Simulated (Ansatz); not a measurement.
# SiH₃F + H₂O + H₂O: a complex and its separated parts, part 2 of 3

Ansatz 0.2.0, Gaussian basis.

## (11) B3LYP-D4/def2-TZVPP

The inputs:

parta/in.yaml

```yaml
crystal:
  periodic: [false, false, false]
  atoms:
    - {symbol: Si, position_ang: [-1.388606, -0.521746, -1.064569]}
    - {symbol: H, position_ang: [-1.978048, -0.953444, -2.353689]}
    - {symbol: H, position_ang: [-1.547793, -1.579112, -0.038752]}
    - {symbol: H, position_ang: [-2.006514, 0.745048, -0.607317]}
    - {symbol: F, position_ang: [0.175251, -0.267397, -1.286532]}
basis:
  gaussian: {orbitals: def2-TZVPP}
hamiltonian: {xc: {name: B3LYP}, dispersion: d4}
```

partb/in.yaml

```yaml
crystal:
  periodic: [false, false, false]
  atoms:
    - {symbol: O, position_ang: [-0.295410, 0.281175, 1.503332]}
    - {symbol: H, position_ang: [0.638713, 0.427812, 1.339611]}
    - {symbol: H, position_ang: [-0.618550, 1.110386, 1.862259]}
basis:
  gaussian: {orbitals: def2-TZVPP}
hamiltonian: {xc: {name: B3LYP}, dispersion: d4}
```

partc/in.yaml

```yaml
crystal:
  periodic: [false, false, false]
  atoms:
    - {symbol: H, position_ang: [1.829350, 0.284512, -0.381172]}
    - {symbol: O, position_ang: [2.253104, 0.562596, 0.433620]}
    - {symbol: H, position_ang: [2.938502, -0.089728, 0.593310]}
basis:
  gaussian: {orbitals: def2-TZVPP}
hamiltonian: {xc: {name: B3LYP}, dispersion: d4}
```

The same command starts each run, in its folder.

The run is started by

```console
$ ansatz run in.yaml --threads 4 --pin off --events-out ev --progress --plain --max-ram 9574MiB
```

Log of parta, cut to the lines that bear on the results:

```text
Functional definition: B3LYP
  name "B3LYP"
  cite "Stephens, Devlin, Chabalowski & Frisch, J. Phys. Chem. 98, 11623 (1994) doi:10.1021/j100096a001"
  cite "Becke, Phys. Rev. A 38, 3098 (1988) doi:10.1103/PhysRevA.38.3098"
  cite "Lee, Yang & Parr, Phys. Rev. B 37, 785 (1988) doi:10.1103/PhysRevB.37.785"
  cite "Vosko, Wilk & Nusair, Can. J. Phys. 58, 1200 (1980) doi:10.1139/p80-159"
[...]
624 factors; their error is unknown
[...]
mean field -10647.01141271 eV, -391.2704526137 hartree, gradient 5.7e-5 eV, S^2 0.000000; 0 other end points of the search recorded, 0 dependent functions left out
reference -10647.01161068 eV, -391.2704598888 hartree; 13, 13 occupied and 102, 102 virtual orbitals, 624 factors
Total energy: -10647.08796676 eV, -391.2732659231 hartree
```

Log of partb, cut to the lines that bear on the results:

```text
[... 6 set-up lines as earlier in the session ...]
[...]
269 factors; their error is unknown
[...]
mean field -2080.76396527 eV, -76.4666653314 hartree, gradient 1.4e-5 eV, S^2 0.000000; 0 other end points of the search recorded, 0 dependent functions left out
reference -2080.76410364 eV, -76.4666704163 hartree; 5, 5 occupied and 54, 54 virtual orbitals, 269 factors
Total energy: -2080.77253004 eV, -76.4669800808 hartree
```

Log of partc, cut to the lines that bear on the results:

```text
[... 6 set-up lines as earlier in the session ...]
[...]
269 factors; their error is unknown
[...]
mean field -2080.76395965 eV, -76.4666651247 hartree, gradient 1.5e-5 eV, S^2 0.000000; 0 other end points of the search recorded, 0 dependent functions left out
reference -2080.76409801 eV, -76.4666702094 hartree; 5, 5 occupied and 54, 54 virtual orbitals, 269 factors
Total energy: -2080.77252407 eV, -76.4669798612 hartree
```

Times: 0.45 s (parta), 0.15 s (partb), 0.2 s (partc) on 4 threads of Arm Neoverse V2, shared host.

## (12) r2SCAN0-D4/def2-TZVPP

The same edit goes into each in.yaml of step 11 (parta, partb, partc):

```diff
-hamiltonian: {xc: {name: B3LYP}, dispersion: d4}
+hamiltonian: {xc: {name: r2SCAN0}, dispersion: d4}
```

Each run has its own folder and the same command.

The run is started by

```console
$ ansatz run in.yaml --threads 4 --pin off --events-out ev --progress --plain --max-ram 9574MiB
```

Log of parta, cut to the lines that bear on the results:

```text
Functional definition: r2SCAN0
  name "r2SCAN0"
  cite "Bursch, Neugebauer, Ehlert & Grimme, J. Chem. Phys. 156, 134105 (2022) doi:10.1063/5.0086040"
[... 3 set-up lines as earlier in the session ...]
[...]
624 factors; their error is unknown
[...]
mean field -10643.88439446 eV, -391.1555368123 hartree, gradient 1.9e-5 eV, S^2 0.000000; 0 other end points of the search recorded, 0 dependent functions left out
reference -10643.88440216 eV, -391.1555370955 hartree; 13, 13 occupied and 102, 102 virtual orbitals, 624 factors
Total energy: -10643.89664741 eV, -391.1559871000 hartree
```

Output in partb, cut to the lines that bear on the results:

```text
[... 6 set-up lines as earlier in the session ...]
[...]
269 factors; their error is unknown
[...]
mean field -2079.27468391 eV, -76.4119352506 hartree, gradient 2.1e-5 eV, S^2 0.000000; 0 other end points of the search recorded, 0 dependent functions left out
reference -2079.27468801 eV, -76.4119354013 hartree; 5, 5 occupied and 54, 54 virtual orbitals, 269 factors
Total energy: -2079.27609222 eV, -76.4119870050 hartree
```

Output in partc, cut to the lines that bear on the results:

```text
[... 6 set-up lines as earlier in the session ...]
[...]
269 factors; their error is unknown
[...]
mean field -2079.27470708 eV, -76.4119361022 hartree, gradient 2.1e-5 eV, S^2 0.000000; 0 other end points of the search recorded, 0 dependent functions left out
reference -2079.27471118 eV, -76.4119362529 hartree; 5, 5 occupied and 54, 54 virtual orbitals, 269 factors
Total energy: -2079.27611533 eV, -76.4119878545 hartree
```

Wall times: 0.95 s (parta), 0.4 s (partb), 0.4 s (partc) on 4 threads of Arm Neoverse V2, shared host.

## (13) BHLYP-D4/def2-TZVPP

The same edit goes into each in.yaml of step 12 (parta, partb, partc):

```diff
-hamiltonian: {xc: {name: r2SCAN0}, dispersion: d4}
+hamiltonian: {xc: {name: BHLYP}, dispersion: d4}
```

The same command starts each run, in its folder.

The run is started by

```console
$ ansatz run in.yaml --threads 4 --pin off --events-out ev --progress --plain --max-ram 9574MiB
```

Output in parta, cut to the lines that bear on the results:

```text
Functional definition: BHLYP
  name "BHLYP"
  cite "Becke, J. Chem. Phys. 98, 1372 (1993) doi:10.1063/1.464304"
[... 2 set-up lines as earlier in the session ...]
[...]
662 factors; their error is unknown
[...]
mean field -10645.36167832 eV, -391.2098259929 hartree, gradient 1.4e-5 eV, S^2 0.000000; 0 other end points of the search recorded, 0 dependent functions left out
reference -10645.36181272 eV, -391.2098309322 hartree; 13, 13 occupied and 102, 102 virtual orbitals, 662 factors
Total energy: -10645.41594945 eV, -391.2118204204 hartree
```

partb printed, cut to the lines that bear on the results:

```text
[... 5 set-up lines as earlier in the session ...]
[...]
295 factors; their error is unknown
[...]
mean field -2079.57886376 eV, -76.4231136541 hartree, gradient 2.0e-5 eV, S^2 0.000000; 0 other end points of the search recorded, 0 dependent functions left out
reference -2079.57895456 eV, -76.4231169909 hartree; 5, 5 occupied and 54, 54 virtual orbitals, 295 factors
Total energy: -2079.58390657 eV, -76.4232989739 hartree
```

partc printed, cut to the lines that bear on the results:

```text
[... 5 set-up lines as earlier in the session ...]
[...]
295 factors; their error is unknown
[...]
mean field -2079.57890852 eV, -76.4231152988 hartree, gradient 2.0e-5 eV, S^2 0.000000; 0 other end points of the search recorded, 0 dependent functions left out
reference -2079.57899931 eV, -76.4231186354 hartree; 5, 5 occupied and 54, 54 virtual orbitals, 295 factors
Total energy: -2079.58395112 eV, -76.4233006111 hartree
```

They took 0.45 s (parta), 0.2 s (partb), 0.2 s (partc) on 4 threads of Arm Neoverse V2, shared host.

## (14) CAM-B3LYP-D4/def2-TZVPP

The same edit goes into each in.yaml of step 13 (parta, partb, partc):

```diff
-hamiltonian: {xc: {name: BHLYP}, dispersion: d4}
+hamiltonian: {xc: {name: CAM-B3LYP}, dispersion: d4}
```

The same command starts each run, in its folder.

The run is started by

```console
$ ansatz run in.yaml --threads 4 --pin off --events-out ev --progress --plain --max-ram 9574MiB
```

parta printed, cut to the lines that bear on the results:

```text
Functional definition: CAM-B3LYP
  name "CAM-B3LYP"
  cite "Yanai, Tew & Handy, Chem. Phys. Lett. 393, 51 (2004) doi:10.1016/j.cplett.2004.06.011"
  cite "Iikura, Tsuneda, Yanai & Hirao, J. Chem. Phys. 115, 3540 (2001) doi:10.1063/1.1383587"
[... 2 set-up lines as earlier in the session ...]
[...]
  # Exact exchange under (alpha + beta erf(omega r))/r, Becke's under what is left of 1/r.
[...]
624 factors; their error is unknown
153 factors; integrals over basis functions are off by at most 1.3e-5 eV
[...]
mean field -10645.87061890 eV, -391.2285292145 hartree, gradient 5.3e-5 eV, S^2 0.000000; 0 other end points of the search recorded, 0 dependent functions left out
reference -10645.87071511 eV, -391.2285327498 hartree; 13, 13 occupied and 102, 102 virtual orbitals, 624 factors
Total energy: -10645.90887836 eV, -391.2299352234 hartree
```

Log of partb, cut to the lines that bear on the results:

```text
[... 6 set-up lines as earlier in the session ...]
[...]
  # Exact exchange under (alpha + beta erf(omega r))/r, Becke's under what is left of 1/r.
[...]
269 factors; their error is unknown
72 factors; integrals over basis functions are off by at most 2.4e-5 eV
[...]
mean field -2079.99968091 eV, -76.4385783990 hartree, gradient 1.1e-5 eV, S^2 0.000000; 0 other end points of the search recorded, 0 dependent functions left out
reference -2079.99974834 eV, -76.4385808772 hartree; 5, 5 occupied and 54, 54 virtual orbitals, 269 factors
Total energy: -2080.00381447 eV, -76.4387303045 hartree
```

Log of partc, cut to the lines that bear on the results:

```text
[... 6 set-up lines as earlier in the session ...]
[...]
  # Exact exchange under (alpha + beta erf(omega r))/r, Becke's under what is left of 1/r.
[...]
269 factors; their error is unknown
72 factors; integrals over basis functions are off by at most 2.4e-5 eV
[...]
mean field -2079.99968541 eV, -76.4385785642 hartree, gradient 1.1e-5 eV, S^2 0.000000; 0 other end points of the search recorded, 0 dependent functions left out
reference -2079.99975284 eV, -76.4385810422 hartree; 5, 5 occupied and 54, 54 virtual orbitals, 269 factors
Total energy: -2080.00381879 eV, -76.4387304634 hartree
```

They took 0.5 s (parta), 0.2 s (partb), 0.2 s (partc) on 4 threads of Arm Neoverse V2, shared host.

## (15) wB97X-V/def2-TZVPP

The same edit goes into each in.yaml of step 14 (parta, partb, partc):

```diff
-hamiltonian: {xc: {name: CAM-B3LYP}, dispersion: d4}
+hamiltonian: {xc: {name: wB97X-V}}
```

Each run has its own folder and the same command.

The run is started by

```console
$ ansatz run in.yaml --threads 4 --pin off --events-out ev --progress --plain --max-ram 9574MiB
```

Output in parta, cut to the lines that bear on the results:

```text
Functional definition: wB97X-V
  name "wB97X-V"
  cite "Mardirossian & Head-Gordon, Phys. Chem. Chem. Phys. 16, 9904 (2014) doi:10.1039/C3CP54374A"
[... 2 set-up lines as earlier in the session ...]
[...]
      + integral(e_c_pw_opposite_spin*poly(b97_u_opposite, cos0, cos1)) + vv10(b, c)
624 factors; their error is unknown
142 factors; integrals over basis functions are off by at most 1.1e-5 eV
[...]
mean field -10644.06755088 eV, -391.1622676869 hartree, gradient 1.8e-5 eV, S^2 0.000000; 0 other end points of the search recorded, 0 dependent functions left out
reference -10644.06754928 eV, -391.1622676279 hartree; 13, 13 occupied and 102, 102 virtual orbitals, 624 factors
Total energy: -10644.06754928 eV, -391.1622676279 hartree
```

partb printed, cut to the lines that bear on the results:

```text
[... 5 set-up lines as earlier in the session ...]
[...]
      + integral(e_c_pw_opposite_spin*poly(b97_u_opposite, cos0, cos1)) + vv10(b, c)
269 factors; their error is unknown
69 factors; integrals over basis functions are off by at most 2.2e-5 eV
[...]
mean field -2079.88767380 eV, -76.4344622136 hartree, gradient 2.2e-5 eV, S^2 0.000000; 0 other end points of the search recorded, 0 dependent functions left out
reference -2079.88767290 eV, -76.4344621807 hartree; 5, 5 occupied and 54, 54 virtual orbitals, 269 factors
Total energy: -2079.88767290 eV, -76.4344621807 hartree
```

Output in partc, cut to the lines that bear on the results:

```text
[... 5 set-up lines as earlier in the session ...]
[...]
      + integral(e_c_pw_opposite_spin*poly(b97_u_opposite, cos0, cos1)) + vv10(b, c)
269 factors; their error is unknown
69 factors; integrals over basis functions are off by at most 2.2e-5 eV
[...]
mean field -2079.88767198 eV, -76.4344621469 hartree, gradient 2.2e-5 eV, S^2 0.000000; 0 other end points of the search recorded, 0 dependent functions left out
reference -2079.88767109 eV, -76.4344621140 hartree; 5, 5 occupied and 54, 54 virtual orbitals, 269 factors
Total energy: -2079.88767109 eV, -76.4344621140 hartree
```

Wall times: 1.3 s (parta), 0.35 s (partb), 0.35 s (partc) on 4 threads of Arm Neoverse V2, shared host.

## (16) wB97M-V/def2-TZVPP

Each input of step 15 (parta, partb, partc) changes in the same lines:

```diff
-hamiltonian: {xc: {name: wB97X-V}}
+hamiltonian: {xc: {name: wB97M-V}}
```

The same command starts each run, in its folder.

The run is started by

```console
$ ansatz run in.yaml --threads 4 --pin off --events-out ev --progress --plain --max-ram 9574MiB
```

parta printed, cut to the lines that bear on the results:

```text
Functional definition: wB97M-V
  name "wB97M-V"
  cite "Mardirossian & Head-Gordon, J. Chem. Phys. 144, 214110 (2016) doi:10.1063/1.4952647"
[... 2 set-up lines as earlier in the session ...]
  # Of w^i u^j: cxij and so on, Table III.
[...]
  gx(w, u) = 1 - cx + cx01*u + cx10*w
[...]
      + integral(e_c_pw_mod_opposite_spin*gos(b97_w_opposite, b97_u_opposite)) + vv10(b, c)
624 factors; their error is unknown
142 factors; integrals over basis functions are off by at most 1.1e-5 eV
[...]
mean field -10644.72786261 eV, -391.1865336952 hartree, gradient 2.4e-5 eV, S^2 0.000000; 0 other end points of the search recorded, 0 dependent functions left out
reference -10644.72790197 eV, -391.1865351418 hartree; 13, 13 occupied and 102, 102 virtual orbitals, 624 factors
Total energy: -10644.72790197 eV, -391.1865351418 hartree
```

Output in partb, cut to the lines that bear on the results:

```text
[... 5 set-up lines as earlier in the session ...]
  # Of w^i u^j: cxij and so on, Table III.
[...]
  gx(w, u) = 1 - cx + cx01*u + cx10*w
[...]
      + integral(e_c_pw_mod_opposite_spin*gos(b97_w_opposite, b97_u_opposite)) + vv10(b, c)
269 factors; their error is unknown
69 factors; integrals over basis functions are off by at most 2.2e-5 eV
[...]
mean field -2079.85938381 eV, -76.4334225756 hartree, gradient 2.9e-5 eV, S^2 0.000000; 0 other end points of the search recorded, 0 dependent functions left out
reference -2079.85940582 eV, -76.4334233844 hartree; 5, 5 occupied and 54, 54 virtual orbitals, 269 factors
Total energy: -2079.85940582 eV, -76.4334233844 hartree
```

Output in partc, cut to the lines that bear on the results:

```text
[... 5 set-up lines as earlier in the session ...]
  # Of w^i u^j: cxij and so on, Table III.
[...]
  gx(w, u) = 1 - cx + cx01*u + cx10*w
[...]
      + integral(e_c_pw_mod_opposite_spin*gos(b97_w_opposite, b97_u_opposite)) + vv10(b, c)
269 factors; their error is unknown
69 factors; integrals over basis functions are off by at most 2.2e-5 eV
[...]
mean field -2079.85938222 eV, -76.4334225172 hartree, gradient 2.9e-5 eV, S^2 0.000000; 0 other end points of the search recorded, 0 dependent functions left out
reference -2079.85940423 eV, -76.4334233261 hartree; 5, 5 occupied and 54, 54 virtual orbitals, 269 factors
Total energy: -2079.85940423 eV, -76.4334233261 hartree
```

They took 1.5 s (parta), 0.35 s (partb), 0.35 s (partc) on 4 threads of Arm Neoverse V2, shared host.

## (17) B2PLYP/def2-TZVPP

The same edit goes into each in.yaml of step 16 (parta, partb, partc):

```diff
-hamiltonian: {xc: {name: wB97M-V}}
+hamiltonian: {xc: {name: B2PLYP}}
```

One command serves all of them, each in its own folder.

The run is started by

```console
$ ansatz run in.yaml --threads 4 --pin off --events-out ev --progress --plain --max-ram 9574MiB
```

Log of parta, cut to the lines that bear on the results:

```text
Functional definition: B2PLYP
  name "B2PLYP"
  cite "Grimme, J. Chem. Phys. 124, 034108 (2006) doi:10.1063/1.2148954"
[... 2 set-up lines as earlier in the session ...]
[...]
673 factors; integrals over basis functions are off by at most 8.5e-4 eV
[...]
mean field -10638.17831765 eV, -390.9458423572 hartree, gradient 3.6e-6 eV, S^2 0.000000; 0 other end points of the search recorded, 0 dependent functions left out
6 core orbitals not correlated: weight in the atoms' cores, before any rotation towards them, 1.000 or more for the frozen orbitals, at most 0.000 for the correlated occupied ones
reference -10638.17844304 eV, -390.9458469655 hartree; 7, 7 occupied and 102, 102 virtual orbitals, 673 factors
second order -12.40006770 eV of doubles, -0.00000000 eV of singles
Total energy: -10641.52646132 eV, -391.0688843679 hartree
```

partb printed, cut to the lines that bear on the results:

```text
[... 5 set-up lines as earlier in the session ...]
[...]
361 factors; integrals over basis functions are off by at most 8.7e-4 eV
[...]
mean field -2077.03824059 eV, -76.3297474747 hartree, gradient 1.3e-6 eV, S^2 0.000000; 0 other end points of the search recorded, 0 dependent functions left out
1 core orbitals not correlated: weight in the atoms' cores, before any rotation towards them, 1.000 or more for the frozen orbitals, at most 0.000 for the correlated occupied ones
reference -2077.03832562 eV, -76.3297505995 hartree; 4, 4 occupied and 54, 54 virtual orbitals, 361 factors
second order -8.41888071 eV of doubles, -0.00000000 eV of singles
Total energy: -2079.31142341 eV, -76.4132854026 hartree
```

partc printed, cut to the lines that bear on the results:

```text
[... 5 set-up lines as earlier in the session ...]
[...]
361 factors; integrals over basis functions are off by at most 8.7e-4 eV
[...]
mean field -2077.03828078 eV, -76.3297489514 hartree, gradient 1.3e-6 eV, S^2 0.000000; 0 other end points of the search recorded, 0 dependent functions left out
1 core orbitals not correlated: weight in the atoms' cores, before any rotation towards them, 1.000 or more for the frozen orbitals, at most 0.000 for the correlated occupied ones
reference -2077.03836580 eV, -76.3297520760 hartree; 4, 4 occupied and 54, 54 virtual orbitals, 361 factors
second order -8.41872052 eV of doubles, -0.00000000 eV of singles
Total energy: -2079.31142034 eV, -76.4132852897 hartree
```

Wall times: 0.7 s (parta), 0.25 s (partb), 0.25 s (partc) on 4 threads of Arm Neoverse V2, shared host.

## (18) PBE-QIDH/def2-TZVPP

The same edit goes into each in.yaml of step 17 (parta, partb, partc):

```diff
-hamiltonian: {xc: {name: B2PLYP}}
+hamiltonian: {xc: {name: PBE-QIDH}}
```

One command serves all of them, each in its own folder.

The run is started by

```console
$ ansatz run in.yaml --threads 4 --pin off --events-out ev --progress --plain --max-ram 9574MiB
```

Output in parta, cut to the lines that bear on the results:

```text
Functional definition: PBE-QIDH
  name "PBE-QIDH"
  cite "Brémond, Sancho-García, Pérez-Jiménez & Adamo, J. Chem. Phys. 141, 031101 (2014) doi:10.1063/1.4890314"
[... 1 set-up line as earlier in the session ...]
[...]
673 factors; integrals over basis functions are off by at most 8.5e-4 eV
[...]
mean field -10633.78427161 eV, -390.7843641438 hartree, gradient 7.1e-6 eV, S^2 0.000000; 0 other end points of the search recorded, 0 dependent functions left out
6 core orbitals not correlated: weight in the atoms' cores, before any rotation towards them, 1.000 or more for the frozen orbitals, at most 0.000 for the correlated occupied ones
reference -10633.78428140 eV, -390.7843645036 hartree; 7, 7 occupied and 102, 102 virtual orbitals, 673 factors
second order -11.59230193 eV of doubles, -0.00000000 eV of singles
Total energy: -10637.64838204 eV, -390.9263675831 hartree
```

partb printed, cut to the lines that bear on the results:

```text
[... 4 set-up lines as earlier in the session ...]
[...]
361 factors; integrals over basis functions are off by at most 8.7e-4 eV
[...]
mean field -2075.58428822 eV, -76.2763157104 hartree, gradient 2.3e-6 eV, S^2 0.000000; 0 other end points of the search recorded, 0 dependent functions left out
1 core orbitals not correlated: weight in the atoms' cores, before any rotation towards them, 1.000 or more for the frozen orbitals, at most 0.000 for the correlated occupied ones
reference -2075.58429371 eV, -76.2763159122 hartree; 4, 4 occupied and 54, 54 virtual orbitals, 361 factors
second order -7.85912198 eV of doubles, -0.00000000 eV of singles
Total energy: -2078.20400103 eV, -76.3725883807 hartree
```

Log of partc, cut to the lines that bear on the results:

```text
[... 4 set-up lines as earlier in the session ...]
[...]
361 factors; integrals over basis functions are off by at most 8.7e-4 eV
[...]
mean field -2075.58435536 eV, -76.2763181777 hartree, gradient 2.3e-6 eV, S^2 0.000000; 0 other end points of the search recorded, 0 dependent functions left out
1 core orbitals not correlated: weight in the atoms' cores, before any rotation towards them, 1.000 or more for the frozen orbitals, at most 0.000 for the correlated occupied ones
reference -2075.58436085 eV, -76.2763183796 hartree; 4, 4 occupied and 54, 54 virtual orbitals, 361 factors
second order -7.85898822 eV of doubles, -0.00000000 eV of singles
Total energy: -2078.20402359 eV, -76.3725892096 hartree
```

Times: 0.65 s (parta), 0.25 s (partb), 0.2 s (partc) on 4 threads of Arm Neoverse V2, shared host.

(Continued in part 3 of 3.)
